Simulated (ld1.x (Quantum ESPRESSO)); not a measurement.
# F: generating and testing a PAW potential

Aim: build the potential from the settings below, then test how well it stands in for the atom: other configurations, scattering, ghost states and the plane-wave cutoff that it needs.

Program: ld1.x (Quantum ESPRESSO) 7.5. Reference atom: PBE, scalar-relativistic, spherical and spin-unpolarised. All values are calculated.

### 1 The design

Typed settings, in words:

```
element                 : fluorine (F, Z = 9)
type                    : PAW
frozen core             : [He]
valence charge          : 7
reference configuration : 2s2 2p5
partial waves           : 2s (bound): rcut 0.40, rcutus 0.55 bohr; 2s channel at -1.75 Ry: rcut 0.40, rcutus 0.55 bohr; 2p (bound): rcut 1.75, rcutus 2.00 bohr; 2p channel at -0.1 Ry: rcut 1.75, rcutus 2.00 bohr; 3d channel at -0.1 Ry: rcut 1.45, rcutus 1.60 bohr
local potential         : all-electron potential smoothed inside 0.45 bohr (lloc = -1)
core correction         : Bessel-smoothed model core, default radius (core density twice the valence density)
augmentation charge     : BESSEL, radius 0.40 bohr
```

The outer shells as boxes (Hund's rule for the drawing; the calculation is spin-unpolarised):

```
[He] core
2s [↑↓]
2p [↑↓][↑↓][↑ ]
```

The nodes and maxima of the atom's own shells, from an earlier all-electron run, set the scale for the radii.

All-electron outer shells of the reference configuration (PBE, scalar-relativistic, ld1.x):

```tsv
shell	level (eV)	outermost node (bohr)	outermost maximum (bohr)
1s	-663.37	–	0.11
2s	-29.90	0.24	0.76
2p	-11.11	–	0.71
```

### 2 Generating the potential

The input, F.in:

```
 &input
   title='F', zed=9., rel=1, dft='PBE', iswitch=3,
   config='[He] 2s2 2p5 3d-2',
   nld=3, rlderiv=2.20, eminld=-4.0, emaxld=5.0, deld=0.02
 /
 &inputp
   pseudotype=3, lpaw=.true., tm=.true., lloc=-1, rcloc=0.45,
   nlcc=.true., new_core_ps=.true.,
   which_augfun='BESSEL', rmatch_augfun=0.40,
   file_pseudopw='F.UPF', file_wfcaegen='ae.wfc', file_wfcncgen='nc.wfc', file_beta='beta', file_chi='chi', file_wfcusgen='us.wfc'
 /
5
2S  1  0   2.00   0.00  0.40  0.55  0.0
2S  1  0   0.00  -1.75  0.40  0.55  0.0
2P  2  1   5.00   0.00  1.75  2.00  0.0
2P  2  1   0.00  -0.10  1.75  2.00  0.0
3D  3  2  -2.00  -0.10  1.45  1.60  0.0
 &test
   configts(1)='2s2 2p5'
 /
```

Started as:

```console
$ ld1.x < F.in > F.out
```

What the program wrote to F.out (without the banner and most projector matrices):

```text
     Program LD1 v.7.5

     !!!!!!!!!!!!!!!!!!! WARNING !!!!!!!!!!!!!!!!!!!!!!!
     Message from routine ld1_readin:
     US requires at least two energies per channel 3D
     !!!!!!!!!!!!!!!!!!!!!!!!!!!!!!!!!!!!!!!!!!!!!!!!!!!
     --------------------------- All-electron run ----------------------------

     F
     scalar relativistic calculation

     atomic number is  9.00
     dft =PBE   lsd =0 sic =0 latt =0  beta=0.20 tr2=1.0E-14
     Exchange-correlation= PBE
                           (   1   4   3   4   0   0   0)
     mesh =1105 r(mesh) =  99.76081 a.u. xmin = -7.00 dx = 0.01250
     1 Ry =  13.60569312 eV, c = 137.03599908

     n l     nl                  e(Ry)          e(Ha)          e(eV)
     1 0     1S 1( 2.00)       -48.7570       -24.3785      -663.3734
     2 0     2S 1( 2.00)        -2.1976        -1.0988       -29.8996
     2 1     2P 1( 5.00)        -0.8167        -0.4083       -11.1117

     final scf error:  6.3E-15 reached in  26 iterations

     Etot =    -199.489330 Ry,     -99.744665 Ha,   -2714.190600 eV

     Ekin =     199.322998 Ry,      99.661499 Ha,    2711.927538 eV
     Encl =    -477.724055 Ry,    -238.862027 Ha,   -6499.766885 eV
     Eh   =      99.339620 Ry,      49.669810 Ha,    1351.584389 eV
     Exc  =     -20.427893 Ry,     -10.213946 Ha,    -277.935642 eV

     normalization and overlap integrals

     s(1S/1S) =  1.000000  <r> =   0.1763  <r2> =    0.0420  r(max) =   0.1139
     s(2S/2S) =  1.000000  <r> =   1.0034  <r2> =    1.2282  r(max) =   0.7617
     s(2P/2P) =  1.000000  <r> =   1.1050  <r2> =    1.6384  r(max) =   0.7066

     ------------------------ End of All-electron run ------------------------

     --------------------- Generating PAW atomic setup --------------------

      Generating local potential from pseudized AE potential:
      Matching radius rcloc =   0.4500

      Local pseudo, rcloc= 0.451 Estimated cut-off energy=   115.45 Ry

      Computing core charge for nlcc:

       r > 0.28 : true rho core
      Core charge pseudized with two Bessel functions
      Integrated core pseudo-charge :   1.45
      Wfc-us  2S rcutus= 0.550  Estimated cut-off energy=   135.09 Ry
      Wfc-us  2S rcutus= 0.550  Estimated cut-off energy=   135.63 Ry
      Wfc-us  2P rcutus= 2.019  Estimated cut-off energy=    20.03 Ry
      Wfc-us  2P rcutus= 2.019  Estimated cut-off energy=    36.37 Ry
      Wfc-us  3D rcutus= 1.612  Estimated cut-off energy=    38.73 Ry

     Required augmentation: BESSEL   radius:    0.400000
     Suggested rho cutoff for augmentation: 612.44 Ry

     Estimated PAW energy =  -59.076593 Ryd

     The PAW screened D coefficients
     1.57697     2.18377     0.00000     0.00000     0.00000
     2.18377     3.02378     0.00000     0.00000     0.00000
     0.00000     0.00000    -0.82829    -0.29240     0.00000
     0.00000     0.00000    -0.29240    -0.27960     0.00000
     0.00000     0.00000     0.00000     0.00000    -0.00197

     The PAW descreened D coefficients (US)
     3.25958     4.46639     0.00000     0.00000     0.00000
     4.46639     6.12064     0.00000     0.00000     0.00000
     0.00000     0.00000    26.73543    11.00748     0.00000
     0.00000     0.00000    11.00748     2.17237     0.00000
     0.00000     0.00000     0.00000     0.00000    -0.03522

     ------------------- End of pseudopotential generation -------------------

     [... the all-electron block is printed once more ...]


     Computing logarithmic derivative in   2.19031
     Computing logarithmic derivative in   2.19031
     Computing the partial wave expansion
     R is outside the sphere for l=    0 j= 0.00
     R is outside the sphere for l=    0 j= 0.00
     R is outside the sphere for l=    1 j= 0.00
     R is outside the sphere for l=    1 j= 0.00
     R is outside the sphere for l=    2 j= 0.00

     ---------------------- Testing the pseudopotential ----------------------

     F
     scalar relativistic calculation

     atomic number is  9.00   valence charge is  7.00
     dft = SLA  PW   PBX  PBC   lsd =0 sic =0 latt =0  beta=0.20 tr2=1.0E-14
     mesh =1105 r(mesh) =  99.76081 xmin = -7.00 dx = 0.01250

     n l     nl             e AE (Ry)        e PS (Ry)    De AE-PS (Ry)
     1 0     2S   1( 2.00)       -2.19758       -2.19763        0.00005
     2 1     2P   1( 5.00)       -0.81670       -0.81669       -0.00000

     eps = 3.5E-16  iter = 12

     Etot =    -199.489330 Ry,     -99.744665 Ha,   -2714.190600 eV
     Etotps =   -59.076691 Ry,     -29.538346 Ha,    -803.779331 eV

     Ekin =      50.391610 Ry,      25.195805 Ha,     685.612788 eV
     Encl =    -131.495752 Ry,     -65.747876 Ha,   -1789.090852 eV
     Ehrt =      42.455342 Ry,      21.227671 Ha,     577.634348 eV
     Ecxc =     -20.427891 Ry,     -10.213945 Ha,    -277.935614 eV
     (Ecc =      -5.689541 Ry,      -2.844770 Ha,     -77.410143 eV)

     ---------------------- End of pseudopotential test ----------------------
```

Wall time 0.78 s (1 thread of Neoverse-V1, shared host). This counts the later configuration tests of the new file too.

All-electron and pseudo partial waves u(r) = r·R(r), from the program's wave files:

```
r (bohr)    2s AE   2s PS
   0.100  -0.4487  0.0623
   0.200  -0.1752  0.1787
   0.300   0.2272  0.3677
   0.400   0.5703  0.5988
   0.500   0.8105  0.8114
   0.600   0.9524  0.9524
   0.700   1.0159  1.0159
   0.800   1.0231  1.0231
   0.900   0.9924  0.9924
   1.000   0.9383  0.9383
   1.100   0.8711  0.8711
   1.200   0.7978  0.7978
   1.300   0.7233  0.7233
   1.400   0.6506  0.6506
   1.500   0.5815  0.5815
   1.600   0.5173  0.5173
   1.700   0.4583  0.4583
   1.800   0.4047  0.4047
   1.900   0.3565  0.3565
   2.000   0.3133  0.3133
   2.100   0.2748  0.2748
   2.200   0.2407  0.2407
   2.300   0.2105  0.2105
   2.400   0.1839  0.1839
   2.500   0.1605  0.1605
   2.600   0.1400  0.1400
```

### 3 Configuration tests

The input, F.test.in:

```
 &input
   title='F', zed=9., rel=1, dft='PBE', iswitch=2,
   config='[He] 2s2 2p5 3d-2'
 /
 &test
   file_pseudo='F.UPF', nconf=8,
   configts(1)='2s2 2p5',
   configts(2)='2s2 2p4',
   configts(3)='2s2 2p3',
   configts(4)='2s2 2p2',
   configts(5)='2s1 2p6',
   configts(6)='2s1 2p5',
   configts(7)='2s2 2p4.5',
   configts(8)='2s2 2p1'
 /
```

Started as:

```console
$ ld1.x < F.test.in > F.test.out
```

F.test.out, the pseudopotential blocks:

```text
     ---------------------- Testing the pseudopotential ----------------------

     F
     scalar relativistic calculation

     atomic number is  9.00   valence charge is  7.00
     dft =SLA  PW   PBX  PBC   lsd =0 sic =0 latt =0  beta=0.20 tr2=1.0E-14
     mesh =1105 r(mesh) =  99.76081 xmin = -7.00 dx = 0.01250

     n l     nl             e AE (Ry)        e PS (Ry)    De AE-PS (Ry)
     1 0     2S   1( 2.00)       -2.19758       -2.19763        0.00005
     2 1     2P   1( 5.00)       -0.81670       -0.81669       -0.00000

     eps = 2.5E-16  iter = 12

     Etot =    -199.489330 Ry,     -99.744665 Ha,   -2714.190600 eV
     Etotps =   -59.076691 Ry,     -29.538346 Ha,    -803.779330 eV

     Ekin =      50.391611 Ry,      25.195805 Ha,     685.612789 eV
     Encl =    -131.495752 Ry,     -65.747876 Ha,   -1789.090852 eV
     Ehrt =      42.455341 Ry,      21.227671 Ha,     577.634348 eV
     Ecxc =     -20.427891 Ry,     -10.213945 Ha,    -277.935615 eV
     (Ecc =      -5.689541 Ry,      -2.844770 Ha,     -77.410143 eV)

     ---------------------- End of pseudopotential test ----------------------
```

7 tests gave no usable energy difference (2s2 2p4; 2s2 2p3; 2s2 2p2; 2s1 2p6; others); the test run stopped with "negative rho".

### 4 Logarithmic derivatives

Taken from the files of the generation run. The phase is arctan(r·u′/u) with u = r·R, unwrapped, with energies in Ry. A pole is an energy at which the radial function vanishes at the test radius. The pseudo phase is shifted by a multiple of π to meet the all-electron one at the reference energy. Levels narrower than the energy grid can be missing from the poles. Left out: p, d, where the overlap operator is not positive , so their phases aren't trusted. The last column is the largest difference on the grid between −1 and +1 Ry.

```tsv
channel	radius (bohr)	reference (Ry)	poles AE	poles PS	window around the reference with phases within 0.05 rad (Ry)	largest difference near zero (rad)
s	2.19	-2.20	-2.02	-2.02	the whole range	0.000
```

Phases (rad) along the scan:

```
E (Ry)    s AE    s PS
 -4.00   1.310   1.310
 -3.52   1.277   1.277
 -3.04   1.215   1.215
 -2.56   0.963   0.963
 -2.08  -1.501  -1.501
 -1.60  -1.748  -1.748
 -1.12  -1.829  -1.829
 -0.64  -1.896  -1.896
 -0.16  -1.975  -1.975
  0.32  -2.089  -2.089
  0.80  -2.284  -2.284
  1.28  -2.675  -2.675
  1.76  -3.372  -3.373
  2.24  -3.979  -3.979
  2.72  -4.284  -4.284
  3.20  -4.442  -4.442
  3.68  -4.536  -4.536
  4.16  -4.599  -4.599
  4.64  -4.646  -4.646
```

### 5 Plane-wave convergence, by spherical Bessel functions

A separate test, outside the generator: the pseudo-atom's Hamiltonian at the reference potential is diagonalised in spherical Bessel functions j_l(qr) that vanish at 20 bohr, with q² up to the cutoff.

No cutoffs are read. The overlap operator is not positive in p, d (lowest eigenvalue -11.759), so the test is not defined there. Ghost test: ghost state, bound below the all-electron valence or empty levels of the same l: s at -204.6 eV (p, d not tested).

### 6 What came out

| quantity | value |
| --- | --- |
| cutoffs | not determined |
| bound ghosts | s at -204.63 eV |
| configuration tests | no usable energy difference |
| largest phase difference near zero energy, channels read | 0.000 rad |
| lowest eigenvalue of the overlap (Bessel basis) | -11.759 (d) |

In words: It has a bound ghost (s), a state that the atom doesn't have, and that rules the file out. The overlap operator is not positive definite in p, d, so a plane-wave run would break down once the basis is large enough. The test run broke off, so later configurations gave nothing; no test gave an energy difference. No cutoffs are read. Near zero energy the phases of the channels with partial waves that could be evaluated agree within 0.001 rad. These are tests on the free atom; a crystal test is still owed.
